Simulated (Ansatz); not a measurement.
# Al (hcp type): the cost of one run

Program: Ansatz 0.2.0. Level of theory: DFT PBEsol, with the methods named in each step. These are calculated values, not measurements.

1 further run of the same task is left out (it didn't finish). Runs told in other sessions of the task aren't counted.

**1. The structure to begin with**

It takes space group P6_3/mmc (No. 194, hexagonal). The conventional cell has a = 2.846 Å, b = 2.846 Å, c = 4.611 Å, α = 90.00°, β = 90.00°, γ = 120.00°. Around Al (site symmetry -6m2) lie 12 Al at 2.83 to 2.85 Å.

Structure file:

```xyz
2
Lattice="2.8464 0.0000 0.0000 -1.4232 2.4650 0.0000 0.0000 0.0000 4.6111" Properties=species:S:1:pos:R:3 pbc="T T T"
Al    0.0000    1.6434    1.1528
Al    1.4232    0.8217    3.4584
```

Whether this phase is the stable one at these pressures isn't tested.

Atoms are numbered in the order of the input: Al1, Al2.

**2. Cell relaxed at zero pressure, PAW**

input.yaml reads:

```yaml
crystal:
  lattice:
    - [2.8463880775, 0.0, 0.0]
    - [-1.4231940388, 2.4650443841, 0.0]
    - [0.0, 0.0, 4.6111486856]
  atoms:
    - { symbol: Al, position: [0.3333333333, 0.6666666667, 0.25] }
    - { symbol: Al, position: [0.6666666667, 0.3333333333, 0.75] }
kpoints:
  mp_grid: { grid: [17, 17, 9] }
scf:
  occupations: { method: fermi_dirac, width: 0.05 }
hamiltonian:
  xc: pbesol
  pseudopotentials: { kind: paw }
output:
  forces: true
  stress: true
relax:
  f_tol: 0.005
  max_steps: 40
  cell: {}
```

Started as:

```console
$ ansatz run input.yaml --threads 1 --pin off --max-ram 2048MiB --backend cpu --events-out ev --progress --plain --runs-dir out
```

**Question.** How long does this run take on 1 thread of Arm Neoverse V1, shared host, and how much memory does it need?

About 7.5 s, with a peak of 0.32 GiB.
